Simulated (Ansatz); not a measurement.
# CH5InO3: basis-set convergence

The task here is to estimate one member of a computed series from the others.

The runs use Ansatz 0.2.0, Gaussian basis; one geometry, several basis sets.

Levels to be run: PBE0-D4/def2-SVP; ωB97M-V/def2-SVP; PBE0-D4/def2-QZVPP; ωB97M-V/def2-QZVPP; the functionals' def2-TZVPP values are taken from earlier runs.

## The relaxed structure

All runs share one geometry, relaxed beforehand with PBE0-D4 in a triple-zeta def2 set. In takes the def2 core potential; no spin-orbit term is included.

SMILES `C[O][In]([OH])[OH]`, 10 atoms, charge 0, spin multiplicity 1.

Atoms are counted from 1 here; the program's logs count them from 0.

Bond lengths: C1–O2 1.405 Å, C1–H6 1.095 Å, C1–H7 1.099 Å, C1–H8 1.099 Å, O2–In3 1.972 Å, In3–O4 1.964 Å, In3–O5 1.984 Å, O4–H9 0.961 Å, O5–H10 0.960 Å. Angles: O2–C1–H6 108.1°, O2–C1–H7 113.0°, O2–C1–H8 112.9°, H6–C1–H7 107.3°, H6–C1–H8 107.4°, H7–C1–H8 107.9°, C1–O2–In3 121.2°, O2–In3–O4 120.2°, O2–In3–O5 121.2°, O4–In3–O5 118.5°, In3–O4–H9 111.2°, In3–O5–H10 112.9°.

Set-up of the first run:

File in.yaml:

```yaml
crystal:
  periodic: [false, false, false]
  atoms:
    - {symbol: C, position_ang: [0.552881, -1.720556, -0.492808]}
    - {symbol: O, position_ang: [0.559451, -0.919016, 0.660857]}
    - {symbol: In, position_ang: [-0.184631, 0.907241, 0.640758]}
    - {symbol: O, position_ang: [-0.169791, 1.999538, 2.272844]}
    - {symbol: O, position_ang: [-0.957868, 1.684082, -1.012431]}
    - {symbol: H, position_ang: [1.032805, -2.673438, -0.247365]}
    - {symbol: H, position_ang: [1.113696, -1.276702, -1.327077]}
    - {symbol: H, position_ang: [-0.461164, -1.946456, -0.850557]}
    - {symbol: H, position_ang: [-0.561130, 2.863191, 2.115740]}
    - {symbol: H, position_ang: [-0.924239, 1.082115, -1.759960]}
basis:
  gaussian: {orbitals: def2-SVP}
hamiltonian: {xc: pbe0, dispersion: d4}
output: {orbitals: {seedname: orbitals}}
```

Launch:

```bash
$ ansatz run in.yaml --threads 4 --pin off --events-out ev --progress --plain --max-ram 10444MiB
```

Steps of the session up to this table: PBE0-D4 in def2-SVP; ωB97M-V in def2-SVP; PBE0-D4 in def2-QZVPP; ωB97M-V in def2-QZVPP.

One of the session's tables, all rows but one given; the rest of the session is left out.

It belongs to the step «Functionals by basis». 

| functional | basis | HOMO (eV) | LUMO (eV) |
| --- | --- | --- | --- |
| PBE0-D4 | def2-SVP | -7.64 | -1.65 |
| PBE0-D4 | def2-TZVPP | -7.85 | -1.89 |
| PBE0-D4 | def2-QZVPP | -7.90 | -1.99 |
| ωB97M-V | def2-SVP | -10.04 | 0.32 |
| ωB97M-V | def2-TZVPP | -10.28 | -0.03 |
| ωB97M-V | def2-QZVPP | ? | ? |

**Question.** Estimate the row for ωB97M-V, def2-QZVPP.

The run gave: HOMO (eV): -10.33; LUMO (eV): -0.28. In the column «HOMO (eV)» it is the lowest.
